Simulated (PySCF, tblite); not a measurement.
**C₆H₈N₂O₂: geometry, infrared bands and NMR shifts**

What infrared bands and NMR shifts should C₆H₈N₂O₂ (`Cn1cc(C(=O)[O-])c[n+]1C`) show?

Programs: tblite 0.8.0 and PySCF 2.14.0, with density-fitted response routines of our own. Each step states its level of theory. These are calculated values for one molecule in the gas phase, unless marked as measured. Atoms count from 0, in the outputs and in this text.

### 1 The molecule as given

18 atoms, charge 0, multiplicity 1; geometry from: force field or distance geometry start.

Bonds of the start (Å): C0–N1 1.43, N1–C2 1.42, C2–C3 1.41, C3–C4 1.52, C4–O5 1.26, C4–O6 1.27, C3–C7 1.43, C7–N8 1.40, N8–C9 1.45, N8–N1 1.56, C0–H10 1.10, C0–H11 1.09, C0–H12 1.09, C2–H13 1.08, C7–H14 1.07, C9–H15 1.10, C9–H16 1.09, C9–H17 1.10.

### 2 Geometry optimisation with GFN2-xTB

The job: settings as JSON, then the geometry in Å.

```
{"job": {"kind": "relax", "xc": "GFN2-xTB", "basis": "xTB"}, "charge": 0, "multiplicity": 1}
C     -1.688100     1.595500     0.126000
N     -0.512500     0.791300     0.027600
C      0.856900     1.174500    -0.058700
C      1.673000     0.022500    -0.134100
C      3.192000    -0.025300    -0.230500
O      3.677300    -1.187800    -0.279100
O      3.773400     1.097000    -0.282300
C      0.855000    -1.142800    -0.062600
N     -0.491900    -0.772800     0.034500
C     -1.683600    -1.593300     0.123600
H     -2.216400     1.365400     1.059500
H     -1.433700     2.654700     0.111000
H     -2.350400     1.372100    -0.712100
H      1.141600     2.217800    -0.084100
H      1.134100    -2.176100    -0.088300
H     -2.200800    -1.368400     1.066800
H     -2.328900    -1.362700    -0.725600
H     -1.405700    -2.655100     0.096700
```

Started as:

```sh
$ OMP_NUM_THREADS=1 python probes_run.py task.json out
```

This one command runs all jobs of the session in turn.

**Question.** This job is followed by: GFN2-xTB harmonic vibrations, gas phase; GIAO PBE0/pcSseg-1 NMR shielding, non-relativistic, gas phase. What will the session give for the following? strongest single infrared mode (GFN2-xTB); zero-point energy (GFN2-xTB); ¹³C shifts against TMS (PBE0/pcSseg-1, means over atoms taken as alike); ¹H shifts against TMS (PBE0/pcSseg-1, means over atoms taken as alike); ¹⁵N shifts against NH3 (PBE0/pcSseg-1, means over atoms taken as alike); ¹⁷O shifts against H2O (PBE0/pcSseg-1, means over atoms taken as alike).

As calculated:

| quantity | value |
| --- | --- |
| strongest single infrared mode (GFN2-xTB) | 1933 cm⁻¹, 603 km/mol |
| zero-point energy (GFN2-xTB) | 85.3 kcal/mol |
| ¹³C shifts against TMS (PBE0/pcSseg-1, means over atoms taken as alike) | 152.9, 148.9, 146.3, 34.7 ppm |
| ¹H shifts against TMS (PBE0/pcSseg-1, means over atoms taken as alike) | 7.86, 3.84 ppm |
| ¹⁵N shifts against NH3 (PBE0/pcSseg-1, means over atoms taken as alike) | 201.9 ppm |
| ¹⁷O shifts against H2O (PBE0/pcSseg-1, means over atoms taken as alike) | 315.3 ppm |

Over 43 steps the energy fell by 1.155 eV; of the close pairs, N1–N8 changed most, 1.564 to 1.351 Å. All 48 modes are real, so the xTB geometry is a minimum. The strongest single mode, at 1933 cm⁻¹, moves mainly C4. Unscaled tight-binding wavenumbers are off by several per cent, some by more. Its intensities can rank the bands wrongly. At PBE0/pcSseg-1: Shielding is most anisotropic at O5, O6 (span 335 ppm, paramagnetic term -386 ppm). NICS(1)zz of -27 ppm above the planar ring from N1 marks a diatropic (aromatic) ring current.
